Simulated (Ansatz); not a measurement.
# NaMgF3: the cost of one run

Computed with Ansatz 0.2.0 (DFT r2SCAN, scalar-relativistic, plane waves, PAW, unless a step's input says otherwise).

The COD cell was measured well above room temperature, so it is larger than a cold one.

## 1. The structure to begin with

The structure is cubic, space group Pm-3m (No. 221). The conventional cell has a = 3.887 Å, b = 3.887 Å, c = 3.887 Å, α = 90.00°, β = 90.00°, γ = 90.00°. Na (site symmetry m-3m) has 12 F at 2.75 Å in its first shell of neighbours. Mg (site symmetry m-3m) is surrounded by 6 F at 1.94 Å. F (site symmetry 4/mmm) is surrounded by 2 Mg at 1.94 Å and 4 Na at 2.75 Å.

Structure file:

```cif
data_structure
_symmetry_space_group_name_H-M 'Pm-3m'
_symmetry_Int_Tables_number 221
_cell_length_a 3.8874
_cell_length_b 3.8874
_cell_length_c 3.8874
_cell_angle_alpha 90.000
_cell_angle_beta 90.000
_cell_angle_gamma 90.000
_cell_volume 58.75
loop_
_atom_site_label
_atom_site_type_symbol
_atom_site_symmetry_multiplicity
_atom_site_Wyckoff_symbol
_atom_site_fract_x
_atom_site_fract_y
_atom_site_fract_z
_atom_site_occupancy
Na1 Na 1 a 0.00000 0.00000 0.00000 1
Mg1 Mg 1 b 0.50000 0.50000 0.50000 1
F1 F 3 c 0.50000 0.50000 0.00000 1
```

It is the result of an earlier relaxation at this level (volume 11.75 Å³/atom; gap on the mesh: 7.07 eV).

## 2. Point at V/V0 = 0.97

File input.yaml:

```yaml
crystal:
  lattice:
    - [3.8481428242, 0.0, 0.0]
    - [0.0, 3.8481428242, 0.0]
    - [0.0, 0.0, 3.8481428242]
  atoms:
    - { symbol: Na, position: [0.0, 0.0, 0.0] }
    - { symbol: Mg, position: [0.5, 0.5, 0.5] }
    - { symbol: F, position: [0.5, 0.5, 0.0] }
    - { symbol: F, position: [0.0, 0.5, 0.5] }
    - { symbol: F, position: [0.5, 0.0, 0.5] }
basis:
  ecutwfc: 500
kpoints:
  mp_grid: { grid: [6, 6, 6] }
hamiltonian:
  xc: r2scan
scf:
  occupations: { method: gaussian, width: 0.02 }
output:
  forces: true
  stress: true
  eigenvalues: true
```

On the command line:

```bash
> ansatz run input.yaml --threads 1 --pin off --max-ram 2560MiB --backend cpu --events-out ev --progress --plain --runs-dir out
```

**Question.** How long does this run take on 1 thread of Arm Neoverse V1, shared host, and how much memory does it need?

About 4.5 s, with a peak of 0.41 GiB.
